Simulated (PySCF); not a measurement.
# A diatomic session: BeO+

The task here is to estimate one member of a computed series from the others.

Computed with PySCF 2.14.0. Level: Be cc-pVTZ, O cc-pVTZ, no relativity.

Set-up of the first run:

Settings of the job:

```json
{"atoms": "Be, O", "charge": "1", "basis": "Be cc-pVTZ, O cc-pVTZ", "Hamiltonian": "no relativity", "basis functions": "60", "electrons treated": "11", "masses in u": "9.0122, 15.9949", "levels": "PBE0, PBE, r²SCAN, BHandHLYP, M06-L, B2PLYP, LC-ωPBE, HF, MP2, SCS-MP2, CCSD, CCSD(T)", "grid": "80 radial by 434 angular points", "occupations": "held fixed by the projection of orbital angular momentum", "dissociation limit": "Be+ + O, each in its ground configuration", "starting distance in angstrom": "1.660", "values of 2S to try": "1, 3"}
```

The run is started by

```console
OMP_NUM_THREADS=1 python dia.py task.json out
```

Among the steps run: Input; PBE0 along the bond; Higher solutions at PBE0; PBE (GGA); r²SCAN; BHandHLYP (global hybrid GGA); M06-L; B2PLYP (double hybrid); LC-ωPBE (range-separated hybrid); UHF; Correlated methods on the Hartree–Fock reference.

One table of the session follows, with a row left open; its other results are not shown here.

Energy (eV) from each level's lowest point:

```
R (Å)    UHF  UHF-MP2  UHF-SCS-MP2  UHF-CCSD  UHF-CCSD(T)
1.222  0.912    1.069        1.062       n/a          n/a
1.279  0.381    0.494        0.489     0.475        0.498
1.336  0.097    0.165        0.162     0.154        0.169
1.378  0.008    0.042        0.040     0.036        0.043
1.421  0.000    0.000        0.000     0.000        0.000
1.464  0.057    0.023        0.025     0.028        0.021
1.520  0.210    0.133        0.136     0.143        0.125
1.591      ?        ?            ?         ?            ?
1.677  0.898    0.726        0.731     0.733        0.687
1.790  1.451    1.627        1.651       n/a          n/a
```

Q: Estimate the row for R (Å) = 1.591 from the others.

Worked estimate for «UHF». A straight line through the neighbours (1.520, 0.210) and (1.677, 0.898) gives 0.210 + (0.898 − 0.210) × (1.591 − 1.520) / (1.677 − 1.520) = 0.521; a parabola fitted to 4 rows on both sides gives 0.506.

The run gave: UHF: 0.488; UHF-MP2: 0.361; UHF-SCS-MP2: 0.364; UHF-CCSD: 0.375; UHF-CCSD(T): 0.344. In «UHF» the line misses by +0.033 and the parabola by +0.018.
